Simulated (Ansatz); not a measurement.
# HfH3, space group I4/mmm: a charge-density difference against the sublattices

Program: the Python package of Ansatz (0.2.0).

`drho_hfh3.py`:
```python
# -*- coding: utf-8 -*-
"""Density difference of HfH3 against its sublattices."""

import ansatz as az
import numpy as np

VECTORS = np.array([
    [-1.526512, 1.526512, 3.034032],
    [1.526512, -1.526512, 3.034032],
    [1.526512, 1.526512, -3.034032],
])
SITES = [
    ("Hf", (0.0, 0.0, 0.0)),
    ("H", (0.75, 0.25, 0.5)),
    ("H", (0.25, 0.75, 0.5)),
    ("H", (0.5, 0.5, 0.0)),
]


def build(cell):
    crystal = az.Crystal(lattice=az.Lattice.of(cell))
    for symbol, position in SITES:
        crystal = crystal.atom(symbol, position)
    return crystal


def main():
    # one cutoff and one grid for all runs, so that the fields can be subtracted
    def solve(crystal):
        return (
            crystal.calculation()
            .functional("pbesol")
            .occupations("Methfessel-Paxton", width=0.1)
            .basis(460, grid_basis="typed")  # plane waves up to this kinetic energy
            .kpoints(11, 11, 11)
            .density()
            .run(threads=1)
        )


    whole = solve(build(VECTORS))
    difference = whole.density().channels[0].density_e_per_ang3.copy()
    binding = whole.report["free_energy_ev"]
    for element in ["Hf", "H"]:
        part = az.Crystal(lattice=az.Lattice.of(VECTORS))
        for symbol, position in SITES:
            if symbol == element:
                part = part.atom(symbol, position)
        alone = solve(part)
        difference -= alone.density().channels[0].density_e_per_ang3
        binding -= alone.report["free_energy_ev"]
        print(f"{element} sublattice: {alone.report['n_electrons']:g} electrons, {alone.report['n_iterations']} iterations")

    voxel = abs(np.linalg.det(VECTORS)) / difference.size
    print(f"energy of the crystal less its unpolarised sublattices: {binding / len(SITES):.4f} eV/atom")
    print(f"net charge of the difference {difference.sum() * voxel:.5f} e, charge rearranged {0.5 * np.abs(difference).sum() * voxel:.3f} e")
    print(f"extremes {difference.min():.4f} and {difference.max():.4f} e/A^3")
    for (symbol, position) in SITES:
        index = tuple(int(round(p * n)) % n for p, n in zip(position, difference.shape))
        print(f"  change of the pseudo-density at the grid point nearest {symbol}: {difference[index]:+.4f} e/A^3")
    profile = difference.mean(axis=(0, 1))
    print("planar mean along the third vector:", np.round(profile[:: max(len(profile) // 12, 1)], 4))


if __name__ == "__main__":
    main()
```

```console
$ python drho_hfh3.py
Hf sublattice: 26 electrons, 7 iterations
H sublattice: 3 electrons, 5 iterations
energy of the crystal less its unpolarised sublattices: -1.7959 eV/atom
net charge of the difference 0.00000 e, charge rearranged 0.538 e
extremes -0.1067 and 0.5670 e/A^3
  change of the pseudo-density at the grid point nearest Hf: -0.1067 e/A^3
  change of the pseudo-density at the grid point nearest H: +0.5670 e/A^3
  change of the pseudo-density at the grid point nearest H: +0.5670 e/A^3
  change of the pseudo-density at the grid point nearest H: +0.4808 e/A^3
planar mean along the third vector: [-0.0165 -0.0161 -0.0134 -0.0077  0.0009  0.0126  0.0248  0.0283  0.019
  0.0064 -0.0038 -0.0109 -0.0152 -0.0165]
```

Caveats:
- For a metal this k-point mesh is coarse: on a finer one energies can move by several to tens of meV an atom and pressures by half a GPa or more, differences at one mesh by less.
- Spin-orbit coupling, which matters for elements this heavy, is left out.
- The fields are valence quantities on the plane-wave grid; their values near the nuclei depend on the potentials.
- This cell is a computed structure, which may not be the phase found in nature.
- Charge moved counts every rearrangement, bonding and polarisation too, and is no transfer between atoms; the bare sublattices are artificial references. Values near the nuclei depend on the potentials.
- It ran for 6.8 s on 1 thread of Arm Neoverse V2 (shared host), peak memory 0.41 GiB.
